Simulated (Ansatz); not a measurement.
# Si2H6S + H2O: a complex and its separated parts, part 2 of 2

Ansatz 0.2.0, Gaussian basis.

### Step 13. CAM-B3LYP-D4/def2-TZVPP

The inputs:

parta/in.yaml

```yaml
crystal:
  periodic: [false, false, false]
  atoms:
    - {symbol: Si, position_ang: [-0.793769, -0.544228, -0.073780]}
    - {symbol: H, position_ang: [-1.808539, -1.586597, -0.375029]}
    - {symbol: H, position_ang: [-0.252095, -0.792318, 1.290499]}
    - {symbol: Si, position_ang: [-1.702567, 1.604414, -0.227846]}
    - {symbol: S, position_ang: [0.711384, -0.821214, -1.577263]}
    - {symbol: H, position_ang: [-2.359388, 1.779869, -1.549368]}
    - {symbol: H, position_ang: [-2.696637, 1.850144, 0.852270]}
    - {symbol: H, position_ang: [-0.603950, 2.601000, -0.100547]}
    - {symbol: H, position_ang: [1.425943, 0.259923, -1.221812]}
basis:
  gaussian: {orbitals: def2-TZVPP}
hamiltonian: {xc: {name: CAM-B3LYP}, dispersion: d4}
```

partb/in.yaml

```yaml
crystal:
  periodic: [false, false, false]
  atoms:
    - {symbol: O, position_ang: [2.897824, -1.120870, 1.026170]}
    - {symbol: H, position_ang: [2.355022, -1.401539, 0.286343]}
    - {symbol: H, position_ang: [2.826670, -1.828583, 1.670266]}
basis:
  gaussian: {orbitals: def2-TZVPP}
hamiltonian: {xc: {name: CAM-B3LYP}, dispersion: d4}
```

One command serves all of them, each in its own folder.

On the command line:

```console
$ ansatz run in.yaml --threads 4 --pin off --events-out ev --progress --plain --max-ram 9574MiB
```

Log of parta, cut to the lines that bear on the results:

```text
Functional definition: CAM-B3LYP
  name "CAM-B3LYP"
  cite "Yanai, Tew & Handy, Chem. Phys. Lett. 393, 51 (2004) doi:10.1016/j.cplett.2004.06.011"
  cite "Iikura, Tsuneda, Yanai & Hirao, J. Chem. Phys. 115, 3540 (2001) doi:10.1063/1.1383587"
  cite "Becke, Phys. Rev. A 38, 3098 (1988) doi:10.1103/PhysRevA.38.3098"
  cite "Lee, Yang & Parr, Phys. Rev. B 37, 785 (1988) doi:10.1103/PhysRevB.37.785"
[...]
  # Exact exchange under (alpha + beta erf(omega r))/r, Becke's under what is left of 1/r.
[...]
1232 factors; their error is unknown
297 factors; integrals over basis functions are off by at most 1.6e-5 eV
[...]
mean field -26690.28544109 eV, -980.8498986347 hartree, gradient 6.3e-5 eV, S^2 0.000000; 0 other end points of the search recorded, 0 dependent functions left out
reference -26690.28557700 eV, -980.8499036293 hartree; 25, 25 occupied and 185, 185 virtual orbitals, 1232 factors
Total energy: -26690.46724080 eV, -980.8565796509 hartree
```

Log of partb, cut to the lines that bear on the results:

```text
[... 6 set-up lines as earlier in the session ...]
[...]
  # Exact exchange under (alpha + beta erf(omega r))/r, Becke's under what is left of 1/r.
[...]
269 factors; their error is unknown
72 factors; integrals over basis functions are off by at most 1.8e-5 eV
[...]
mean field -2079.99968821 eV, -76.4385786672 hartree, gradient 1.1e-5 eV, S^2 0.000000; 0 other end points of the search recorded, 0 dependent functions left out
reference -2079.99975564 eV, -76.4385811451 hartree; 5, 5 occupied and 54, 54 virtual orbitals, 269 factors
Total energy: -2080.00382152 eV, -76.4387305635 hartree
```

Wall times: 2 s (parta), 0.25 s (partb) on 4 threads of Arm Neoverse V1, shared host.

### Step 14. wB97X-V/def2-TZVPP

The same edit goes into each in.yaml of step 13 (parta, partb):

```diff
-hamiltonian: {xc: {name: CAM-B3LYP}, dispersion: d4}
+hamiltonian: {xc: {name: wB97X-V}}
```

Each run has its own folder and the same command.

On the command line:

```console
$ ansatz run in.yaml --threads 4 --pin off --events-out ev --progress --plain --max-ram 9574MiB
```

Log of parta, cut to the lines that bear on the results:

```text
Functional definition: wB97X-V
  name "wB97X-V"
  cite "Mardirossian & Head-Gordon, Phys. Chem. Chem. Phys. 16, 9904 (2014) doi:10.1039/C3CP54374A"
[... 2 set-up lines as earlier in the session ...]
[...]
      + integral(e_c_pw_opposite_spin*poly(b97_u_opposite, cos0, cos1)) + vv10(b, c)
1227 factors; their error is unknown
275 factors; integrals over basis functions are off by at most 1.3e-5 eV
[...]
mean field -26685.71535440 eV, -980.6819510466 hartree, gradient 4.1e-5 eV, S^2 0.000000; 0 other end points of the search recorded, 0 dependent functions left out
reference -26685.71535213 eV, -980.6819509632 hartree; 25, 25 occupied and 185, 185 virtual orbitals, 1227 factors
Total energy: -26685.71535213 eV, -980.6819509632 hartree
```

Log of partb, cut to the lines that bear on the results:

```text
[... 5 set-up lines as earlier in the session ...]
[...]
      + integral(e_c_pw_opposite_spin*poly(b97_u_opposite, cos0, cos1)) + vv10(b, c)
269 factors; their error is unknown
69 factors; integrals over basis functions are off by at most 2.2e-5 eV
[...]
mean field -2079.88767009 eV, -76.4344620772 hartree, gradient 2.3e-5 eV, S^2 0.000000; 0 other end points of the search recorded, 0 dependent functions left out
reference -2079.88766919 eV, -76.4344620443 hartree; 5, 5 occupied and 54, 54 virtual orbitals, 269 factors
Total energy: -2079.88766919 eV, -76.4344620443 hartree
```

Times: 5.5 s (parta), 0.4 s (partb) on 4 threads of Arm Neoverse V1, shared host.

### Step 15. wB97M-V/def2-TZVPP

The same edit goes into each in.yaml of step 14 (parta, partb):

```diff
-hamiltonian: {xc: {name: wB97X-V}}
+hamiltonian: {xc: {name: wB97M-V}}
```

One command serves all of them, each in its own folder.

On the command line:

```console
$ ansatz run in.yaml --threads 4 --pin off --events-out ev --progress --plain --max-ram 9574MiB
```

parta printed, cut to the lines that bear on the results:

```text
Functional definition: wB97M-V
  name "wB97M-V"
  cite "Mardirossian & Head-Gordon, J. Chem. Phys. 144, 214110 (2016) doi:10.1063/1.4952647"
[... 2 set-up lines as earlier in the session ...]
  # Of w^i u^j: cxij and so on, Table III.
[...]
  gx(w, u) = 1 - cx + cx01*u + cx10*w
[...]
      + integral(e_c_pw_mod_opposite_spin*gos(b97_w_opposite, b97_u_opposite)) + vv10(b, c)
1227 factors; their error is unknown
275 factors; integrals over basis functions are off by at most 1.3e-5 eV
[...]
mean field -26687.49187267 eV, -980.7472368890 hartree, gradient 4.0e-5 eV, S^2 0.000000; 0 other end points of the search recorded, 0 dependent functions left out
reference -26687.49192766 eV, -980.7472389099 hartree; 25, 25 occupied and 185, 185 virtual orbitals, 1227 factors
Total energy: -26687.49192766 eV, -980.7472389099 hartree
```

partb printed, cut to the lines that bear on the results:

```text
[... 5 set-up lines as earlier in the session ...]
  # Of w^i u^j: cxij and so on, Table III.
[...]
  gx(w, u) = 1 - cx + cx01*u + cx10*w
[...]
      + integral(e_c_pw_mod_opposite_spin*gos(b97_w_opposite, b97_u_opposite)) + vv10(b, c)
269 factors; their error is unknown
69 factors; integrals over basis functions are off by at most 2.2e-5 eV
[...]
mean field -2079.85937948 eV, -76.4334224165 hartree, gradient 2.8e-5 eV, S^2 0.000000; 0 other end points of the search recorded, 0 dependent functions left out
reference -2079.85940149 eV, -76.4334232253 hartree; 5, 5 occupied and 54, 54 virtual orbitals, 269 factors
Total energy: -2079.85940149 eV, -76.4334232253 hartree
```

They took 6.5 s (parta), 0.45 s (partb) on 4 threads of Arm Neoverse V1, shared host.

### Step 16. B2PLYP/def2-TZVPP

Each input of step 15 (parta, partb) changes in the same lines:

```diff
-hamiltonian: {xc: {name: wB97M-V}}
+hamiltonian: {xc: {name: B2PLYP}}
```

The same command starts each run, in its folder.

On the command line:

```console
$ ansatz run in.yaml --threads 4 --pin off --events-out ev --progress --plain --max-ram 9574MiB
```

parta printed, cut to the lines that bear on the results:

```text
Functional definition: B2PLYP
  name "B2PLYP"
  cite "Grimme, J. Chem. Phys. 124, 034108 (2006) doi:10.1063/1.2148954"
[... 2 set-up lines as earlier in the session ...]
[...]
1175 factors; integrals over basis functions are off by at most 9.2e-4 eV
[...]
mean field -26675.59835935 eV, -980.3101583360 hartree, gradient 6.9e-6 eV, S^2 0.000000; 0 other end points of the search recorded, 0 dependent functions left out
15 core orbitals not correlated: weight in the atoms' cores, before any rotation towards them, 1.000 or more for the frozen orbitals, at most 0.000 for the correlated occupied ones
reference -26675.59853619 eV, -980.3101648347 hartree; 10, 10 occupied and 185, 185 virtual orbitals, 1175 factors
second order -14.63220382 eV of doubles, -0.00000000 eV of singles
Total energy: -26679.54923122 eV, -980.4553501993 hartree
```

Output in partb, cut to the lines that bear on the results:

```text
[... 5 set-up lines as earlier in the session ...]
[...]
361 factors; integrals over basis functions are off by at most 7.6e-4 eV
[...]
mean field -2077.03829486 eV, -76.3297494690 hartree, gradient 8.7e-7 eV, S^2 0.000000; 0 other end points of the search recorded, 0 dependent functions left out
1 core orbitals not correlated: weight in the atoms' cores, before any rotation towards them, 1.000 or more for the frozen orbitals, at most 0.000 for the correlated occupied ones
reference -2077.03837988 eV, -76.3297525935 hartree; 4, 4 occupied and 54, 54 virtual orbitals, 361 factors
second order -8.41865314 eV of doubles, -0.00000000 eV of singles
Total energy: -2079.31141623 eV, -76.4132851386 hartree
```

Times: 3.3 s (parta), 0.25 s (partb) on 4 threads of Arm Neoverse V1, shared host.

### Step 17. PBE-QIDH/def2-TZVPP

Each input of step 16 (parta, partb) changes in the same lines:

```diff
-hamiltonian: {xc: {name: B2PLYP}}
+hamiltonian: {xc: {name: PBE-QIDH}}
```

One command serves all of them, each in its own folder.

On the command line:

```console
$ ansatz run in.yaml --threads 4 --pin off --events-out ev --progress --plain --max-ram 9574MiB
```

parta printed, cut to the lines that bear on the results:

```text
Functional definition: PBE-QIDH
  name "PBE-QIDH"
  cite "Brémond, Sancho-García, Pérez-Jiménez & Adamo, J. Chem. Phys. 141, 031101 (2014) doi:10.1063/1.4890314"
[... 1 set-up line as earlier in the session ...]
[...]
1175 factors; integrals over basis functions are off by at most 9.2e-4 eV
[...]
mean field -26667.77992234 eV, -980.0228360754 hartree, gradient 8.1e-6 eV, S^2 0.000000; 0 other end points of the search recorded, 0 dependent functions left out
15 core orbitals not correlated: weight in the atoms' cores, before any rotation towards them, 1.000 or more for the frozen orbitals, at most 0.000 for the correlated occupied ones
reference -26667.77993595 eV, -980.0228365758 hartree; 10, 10 occupied and 185, 185 virtual orbitals, 1175 factors
second order -13.54919914 eV of doubles, -0.00000000 eV of singles
Total energy: -26672.29633567 eV, -980.1888112039 hartree
```

Log of partb, cut to the lines that bear on the results:

```text
[... 4 set-up lines as earlier in the session ...]
[...]
361 factors; integrals over basis functions are off by at most 7.6e-4 eV
[...]
mean field -2075.58437761 eV, -76.2763189954 hartree, gradient 2.2e-6 eV, S^2 0.000000; 0 other end points of the search recorded, 0 dependent functions left out
1 core orbitals not correlated: weight in the atoms' cores, before any rotation towards them, 1.000 or more for the frozen orbitals, at most 0.000 for the correlated occupied ones
reference -2075.58438310 eV, -76.2763191972 hartree; 4, 4 occupied and 54, 54 virtual orbitals, 361 factors
second order -7.85893132 eV of doubles, -0.00000000 eV of singles
Total energy: -2078.20402687 eV, -76.3725893303 hartree
```

Times: 3.2 s (parta), 0.25 s (partb) on 4 threads of Arm Neoverse V1, shared host.

### Step 18. RPA on PBE/def2-TZVPP

Each input of step 17 (parta, partb) changes in the same lines:

```diff
-hamiltonian: {xc: {name: PBE-QIDH}}
+hamiltonian: {xc: pbe}
+correlation: {method: rpa}
```

The same command starts each run, in its folder.

On the command line:

```console
$ ansatz run in.yaml --threads 4 --pin off --events-out ev --progress --plain --max-ram 9574MiB
```

Log of parta, cut to the lines that bear on the results:

```text
[... 4 set-up lines as earlier in the session ...]
[...]
1175 factors; integrals over basis functions are off by at most 9.2e-4 eV
[...]
mean field -26676.63332102 eV, -980.3481924760 hartree, gradient 3.6e-6 eV, S^2 0.000000; 0 other end points of the search recorded, 0 dependent functions left out
15 core orbitals not correlated: weight in the atoms' cores, before any rotation towards them, 1.000 or more for the frozen orbitals, at most 0.000 for the correlated occupied ones
reference -26637.12981564 eV, -978.8964654299 hartree; 10, 10 occupied and 185, 185 virtual orbitals, 1175 factors
Total energy: -26659.82242225 eV, -979.7304033412 hartree
```

Log of partb, cut to the lines that bear on the results:

```text
[... 4 set-up lines as earlier in the session ...]
[...]
361 factors; integrals over basis functions are off by at most 7.6e-4 eV
[...]
mean field -2078.40753437 eV, -76.3800680927 hartree, gradient 2.7e-6 eV, S^2 0.000000; 0 other end points of the search recorded, 0 dependent functions left out
1 core orbitals not correlated: weight in the atoms' cores, before any rotation towards them, 1.000 or more for the frozen orbitals, at most 0.000 for the correlated occupied ones
reference -2069.53700690 eV, -76.0540822212 hartree; 4, 4 occupied and 54, 54 virtual orbitals, 361 factors
Total energy: -2080.48257897 eV, -76.4563245755 hartree
```

Wall times: 2.7 s (parta), 0.25 s (partb) on 4 threads of Arm Neoverse V1, shared host.

### Step 19. CCSD(T)/def2-TZVPP

The same edit goes into each in.yaml of step 18 (parta, partb):

```diff
-hamiltonian: {xc: pbe}
-correlation: {method: rpa}
+correlation: {method: ccsd_t}
```

The same command starts each run, in its folder.

On the command line:

```console
$ ansatz run in.yaml --threads 4 --pin off --events-out ev --progress --plain --max-ram 9574MiB
```

Output in parta, cut to the lines that bear on the results:

```text
Functional definition: HF
  name "HF"
  cite "Fock, Z. Phys. 61, 126 (1930) doi:10.1007/BF01340294"
[... 1 set-up line as earlier in the session ...]
[...]
1175 factors; integrals over basis functions are off by at most 9.2e-4 eV
[...]
mean field -26638.44468035 eV, -978.9447858164 hartree, gradient 4.7e-6 eV, S^2 0.000000; 0 other end points of the search recorded, 0 dependent functions left out
15 core orbitals not correlated: weight in the atoms' cores, before any rotation towards them, 1.000 or more for the frozen orbitals, at most 0.000 for the correlated occupied ones
reference -26638.44468035 eV, -978.9447858164 hartree; 10, 10 occupied and 185, 185 virtual orbitals, 1175 factors
second order -11.83786962 eV of doubles, -0.00000000 eV of singles
cycle   1  -13.01934053 eV  change    -1.2e0 eV  update   8.7e-2
[...]
cycle   9  -13.50380999 eV  change   -1.1e-6 eV  update   1.1e-5
perturbative correction -0.52391080 eV, -0.0192533669 hartree
Total energy: -26652.47240114 eV, -979.4602950471 hartree
```

partb printed, cut to the lines that bear on the results:

```text
[... 4 set-up lines as earlier in the session ...]
[...]
361 factors; integrals over basis functions are off by at most 7.6e-4 eV
[...]
mean field -2069.76244588 eV, -76.0623669508 hartree, gradient 3.6e-6 eV, S^2 0.000000; 0 other end points of the search recorded, 0 dependent functions left out
1 core orbitals not correlated: weight in the atoms' cores, before any rotation towards them, 1.000 or more for the frozen orbitals, at most 0.000 for the correlated occupied ones
reference -2069.76244588 eV, -76.0623669508 hartree; 4, 4 occupied and 54, 54 virtual orbitals, 361 factors
second order -7.10552065 eV of doubles, -0.00000000 eV of singles
cycle   1  -7.11159434 eV  change   -6.1e-3 eV  update   4.1e-2
[...]
cycle   8  -7.26604301 eV  change    3.5e-6 eV  update   7.2e-6
perturbative correction -0.20739787 eV, -0.0076217311 hartree
Total energy: -2077.23588676 eV, -76.3370108373 hartree
```

They took 28 s (parta), 0.25 s (partb) on 4 threads of Arm Neoverse V1, shared host; peak memory 2.5 GiB.

### Step 20. Vibrations of Si2H6S

vib-parta/in.yaml

```yaml
crystal:
  periodic: [false, false, false]
  atoms:
    - {symbol: Si, position_ang: [-0.793769, -0.544228, -0.073780]}
    - {symbol: H, position_ang: [-1.808539, -1.586597, -0.375029]}
    - {symbol: H, position_ang: [-0.252095, -0.792318, 1.290499]}
    - {symbol: Si, position_ang: [-1.702567, 1.604414, -0.227846]}
    - {symbol: S, position_ang: [0.711384, -0.821214, -1.577263]}
    - {symbol: H, position_ang: [-2.359388, 1.779869, -1.549368]}
    - {symbol: H, position_ang: [-2.696637, 1.850144, 0.852270]}
    - {symbol: H, position_ang: [-0.603950, 2.601000, -0.100547]}
    - {symbol: H, position_ang: [1.425943, 0.259923, -1.221812]}
basis:
  gaussian: {orbitals: def2-TZVP}
hamiltonian: {xc: pbe0, dispersion: d4}
phonons: {temperatures: {t_min: 298.15, t_max: 900, t_step: 200}}
```

On the command line:

```console
$ ansatz run in.yaml --threads 4 --pin off --events-out ev --progress --plain --max-ram 9574MiB
```

What it wrote, cut to the lines that bear on the results:

```text
[... 5 set-up lines as earlier in the session ...]
[...]
1071 factors; their error is unknown
[...]
mean field -26679.22653117 eV, -980.4434911911 hartree, gradient 5.6e-5 eV, S^2 0.000000; 0 other end points of the search recorded, 0 dependent functions left out
[...]
Atom 7 at    -0.603950     2.601000    -0.100547 Å, force    -0.000101    -0.000653     0.000350 eV/Å
Atom 8 at     1.425943     0.259923    -1.221812 Å, force    -0.000110    -0.000184     0.000423 eV/Å
Dipole moment:    -0.029908     0.157031     0.143922 e Å
Vibrations: 102.68 114.95 178.57 351.05 409.98 501.56 517.38 543.10 658.57 761.07 826.31 880.26 926.46 934.25 940.35 2203.37 2213.65 2220.97 2230.51 2236.34 2708.15 cm⁻¹, zero-point energy 1.392313 eV
```

Wall time 63 s (4 threads of Arm Neoverse V1, shared host).

Wavenumbers and character of the modes:

| mode | wavenumber (cm⁻¹) | character |
| --- | --- | --- |
| 1 | 103 | torsion with bend |
| 2 | 115 | torsion with bend |
| 3 | 179 | torsion |
| 4 | 351 | bend with torsion |
| 5 | 410 | Si–Si stretch |
| 6 | 502 | bend |
| 7 | 517 | Si–S stretch |
| 8 | 543 | bend with torsion |
| 9 | 659 | bend |
| 10 | 761 | bend |
| 11 | 826 | bend |
| 12 | 880 | bend |
| 13 | 926 | bend with torsion |
| 14 | 934 | bend with torsion |
| 15 | 940 | bend with torsion |
| 16 | 2203 | Si–H stretch |
| 17 | 2214 | Si–H stretch |
| 18 | 2221 | Si–H stretch |
| 19 | 2231 | Si–H stretch |
| 20 | 2236 | Si–H stretch |
| 21 | 2708 | S–H stretch |

Vibrational sums (real modes only):

| T (K) | entropy (J/mol/K) | heat capacity (J/mol/K) |
| --- | --- | --- |
| 298 | 59.2 | 69.2 |
| 498 | 102.6 | 99.6 |
| 698 | 139.5 | 118.8 |
| 898 | 171.2 | 132.5 |

### Step 21. Vibrations of H2O

vib-partb/in.yaml

```yaml
crystal:
  periodic: [false, false, false]
  atoms:
    - {symbol: O, position_ang: [2.897824, -1.120870, 1.026170]}
    - {symbol: H, position_ang: [2.355022, -1.401539, 0.286343]}
    - {symbol: H, position_ang: [2.826670, -1.828583, 1.670266]}
basis:
  gaussian: {orbitals: def2-TZVP}
hamiltonian: {xc: pbe0, dispersion: d4}
phonons: {temperatures: {t_min: 298.15, t_max: 900, t_step: 200}}
```

On the command line:

```console
$ ansatz run in.yaml --threads 4 --pin off --events-out ev --progress --plain --max-ram 9574MiB
```

What it wrote, cut to the lines that bear on the results:

```text
[... 5 set-up lines as earlier in the session ...]
[...]
239 factors; their error is unknown
[...]
mean field -2078.33307685 eV, -76.3773318296 hartree, gradient 1.2e-5 eV, S^2 0.000000; 0 other end points of the search recorded, 0 dependent functions left out
[...]
Total energy: -2078.33734660 eV, -76.3774887398 hartree
Atom 0 at     2.897824    -1.120870     1.026170 Å, force     0.000937     0.001037     0.000666 eV/Å
Atom 1 at     2.355022    -1.401539     0.286343 Å, force    -0.000617    -0.000690    -0.000432 eV/Å
Atom 2 at     2.826670    -1.828583     1.670266 Å, force    -0.000319    -0.000347    -0.000234 eV/Å
Dipole moment:    -0.226392    -0.364457    -0.035302 e Å
Vibrations: 1622.76 3851.75 3959.53 cm⁻¹, zero-point energy 0.584836 eV
```

Wall time 1.1 s (4 threads of Arm Neoverse V1, shared host).

The modes, with what each moves most:

| mode | wavenumber (cm⁻¹) | character |
| --- | --- | --- |
| 1 | 1623 | bend |
| 2 | 3852 | O–H stretch |
| 3 | 3960 | O–H stretch |

Vibrational sums (real modes only):

| T (K) | entropy (J/mol/K) | heat capacity (J/mol/K) |
| --- | --- | --- |
| 298 | 0.0 | 0.2 |
| 498 | 0.4 | 1.7 |
| 698 | 1.4 | 3.9 |
| 898 | 2.6 | 6.1 |

### Step 22. Complex less separated parts

The complex's own energies come from single points at the same levels.

Rows are in def2-TZVPP; times add the 3 runs of a level on a shared host, so small differences are noise.

Differences are taken before rounding.

| method | rung | complex less parts (kJ/mol) | from CCSD(T) (kJ/mol) | time |
| --- | --- | --- | --- | --- |
| SPW92 | LDA | -24.8 | -12.1 | 2.6 s |
| PBE-D4 | GGA | -17.7 | -5.1 | 3.8 s |
| BLYP-D4 | GGA | -15.9 | -3.2 | 4.1 s |
| r2SCAN-D4 | meta-GGA | -15.4 | -2.7 | 8.1 s |
| B97M-V | meta-GGA | -14.0 | -1.3 | 17 s |
| PBE0-D4 | hybrid | -15.6 | -3.0 | 5.8 s |
| B3LYP-D4 | hybrid | -15.2 | -2.5 | 5.1 s |
| r2SCAN0-D4 | hybrid | -14.5 | -1.9 | 8.7 s |
| BHLYP-D4 | hybrid | -14.3 | -1.6 | 5 s |
| CAM-B3LYP-D4 | range-separated hybrid | -15.6 | -2.9 | 5.7 s |
| wB97X-V | range-separated hybrid | -14.4 | -1.8 | 14 s |
| wB97M-V | range-separated hybrid | -14.7 | -2.1 | 16 s |
| B2PLYP | double hybrid | -11.1 | +1.6 | 9.5 s |
| PBE-QIDH | double hybrid | -12.3 | +0.4 | 9.4 s |
| RPA on PBE | RPA | -10.0 | +2.6 | 8.5 s |
| Hartree-Fock | wavefunction | -2.4 | +10.3 |  |
| MP2 | wavefunction | -13.5 | -0.8 |  |
| CCSD | wavefunction | -10.9 | +1.8 |  |
| CCSD(T) | wavefunction | -12.7 | 0 | 3.1 min |

Among the levels timed on like hardware and quicker than the yardstick, those that no quicker one beats, quickest first: SPW92 (2.6 s, -12.1 kJ/mol); PBE-D4 (3.8 s, -5.1 kJ/mol); BLYP-D4 (4.1 s, -3.2 kJ/mol); BHLYP-D4 (5 s, -1.6 kJ/mol); PBE-QIDH (9.4 s, +0.4 kJ/mol).

For cost: PBE-QIDH gets within 0.4 kJ/mol in 9.4 s, where CCSD(T) took 3.1 min; the quickest level in the cost chart, SPW92, takes 2.6 s and misses by 12.1 kJ/mol.

The complex's zero-point energy, from a separate PBE0-D4 run, is 2.027 eV.

### Step 23. Outcome

This closing draws on all 2 parts.

| quantity | value |
| --- | --- |
| complex less parts, CCSD(T)/def2-TZVPP | -12.7 kJ/mol |
| with zero-point energy | -7.9 kJ/mol |
| largest T1 diagnostic | 0.012 |

What this shows: At CCSD(T) the complex lies 12.7 kJ/mol below its parts. Among the functionals PBE-QIDH lands nearest to CCSD(T) (+0.4 kJ/mol) and SPW92 farthest (-12.1 kJ/mol). By rung, the mean size of the error is: LDA 12.1, GGA 4.1, meta-GGA 2.0, hybrid 2.2, range-separated hybrid 2.2, double hybrid 1.0 kJ/mol. PBE-D4 gives a relative energy 5.1 kJ/mol too low, outside chemical accuracy (1 kcal/mol, 4.2 kJ/mol). The complex's frequency run has imaginary modes: the structure is no minimum, so both the energy and the zero-point correction are in doubt. No counterpoise was applied, and triple zeta lacks some correlation, so the CCSD(T) reference has a basis error of its own, and close matches with it are partly luck.
